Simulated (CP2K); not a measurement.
# BiTe in CP2K: convergence with eps default

Input of the first run (eps default 1.0E-6); the others differ in this setting and in those tied to it:

bite_converge.inp

```
&GLOBAL
  PROJECT bite_converge
  RUN_TYPE ENERGY_FORCE
  PRINT_LEVEL LOW
&END GLOBAL
&FORCE_EVAL
  METHOD QS
  STRESS_TENSOR ANALYTICAL
  &DFT
    BASIS_SET_FILE_NAME BASIS_MOLOPT_UZH
    POTENTIAL_FILE_NAME POTENTIAL_UZH
    &MGRID
      CUTOFF 450
      REL_CUTOFF 60
      NGRIDS 5
    &END MGRID
    &QS
      METHOD GPW
      EPS_DEFAULT 1.0E-6
    &END QS
    &KPOINTS
      SCHEME MONKHORST-PACK 6 6 6
      GAMMA_CENTERED T
      SYMMETRY T
      SYMMETRY_BACKEND SPGLIB
    &END KPOINTS
    &SCF
      SCF_GUESS ATOMIC
      EPS_SCF 1.0E-6
      MAX_SCF 100
      ADDED_MOS 10
      CHOLESKY OFF
      EPS_EIGVAL 1.0E-7
      &DIAGONALIZATION ON
        ALGORITHM STANDARD
      &END DIAGONALIZATION
      &MIXING ON
        METHOD BROYDEN_MIXING
        ALPHA 0.4
        BETA 1.5
        NBUFFER 8
      &END MIXING
      &SMEAR ON
        METHOD FERMI_DIRAC
        ELECTRONIC_TEMPERATURE [K] 300.557
      &END SMEAR
    &END SCF
    &XC
      &XC_FUNCTIONAL PBE
      &END XC_FUNCTIONAL
    &END XC
    &PRINT
      &KPOINTS ON
      &END KPOINTS
      &MULLIKEN ON
      &END MULLIKEN
      &MO ON
        ENERGIES T
        OCCUPATION_NUMBERS T
        &EACH
          QS_SCF 0
        &END EACH
        ADD_LAST NUMERIC
      &END MO
    &END PRINT
  &END DFT
  &SUBSYS
    &CELL
      A 4.5749808743 0.0000000000 0.0000000000
      B 2.2874904371 3.9620496590 0.0000000000
      C 2.2874904371 1.3206832197 3.7354562417
      PERIODIC XYZ
    &END CELL
    &COORD
      SCALED
      Bi  0.0199750000 -0.0110980000 0.0129400000
      Te  0.4760520000 0.4952310000 0.5032590000
    &END COORD
    &KIND Bi
      BASIS_SET TZVP-MOLOPT-PBE-GTH-q5
      POTENTIAL GTH-PBE-q5
    &END KIND
    &KIND Te
      BASIS_SET TZVP-MOLOPT-PBE-GTH-q6
      POTENTIAL GTH-PBE-q6
    &END KIND
    &PRINT
      &ATOMIC_COORDINATES ON
      &END ATOMIC_COORDINATES
      &CELL ON
      &END CELL
    &END PRINT
  &END SUBSYS
  &PRINT
    &FORCES ON
    &END FORCES
    &STRESS_TENSOR ON
    &END STRESS_TENSOR
  &END PRINT
&END FORCE_EVAL
```

Potentials or basis: POTENTIAL_UZH Bi GTH-PBE-q5, Te GTH-PBE-q6; TZVP-MOLOPT-PBE-GTH basis.

Launch:

```console
$ OMP_NUM_THREADS=1 cp2k.psmp -i bite_converge.inp -o bite_converge.out
```

The cell isn't the ideal one: atoms moved at random, drawn with an rms of 0.1 Å.

Hardware: 1 thread of Arm Neoverse N1 (shared host).

| eps default | energy less the tightest run, at zero smearing (meV/atom) | SCF cycles | CPU time (s) | peak memory (GiB) |
| --- | --- | --- | --- | --- |
| 1.0E-6 | -0.15 | 14 | 18 | 0.29 |
| 1.0E-7 | -0.17 | 14 | 22 | 0.3 |
| 1.0E-8 | -0.08 | 14 | 26 | 0.3 |
| 1.0E-9 | -0.01 | 14 | 32 | 0.3 |
| 1.0E-10 | 0.00 | 14 | 37 | 0.31 |
| 1.0E-11 | 0.00 | 14 | 43 | 0.31 |
| 1.0E-12 | 0.00 | 14 | 50 | 0.32 |

Against the tightest run, the energy stays within 1 meV/atom from 1.0E-6 on. The tightest run that finished is the yardstick and may itself not be fully converged.
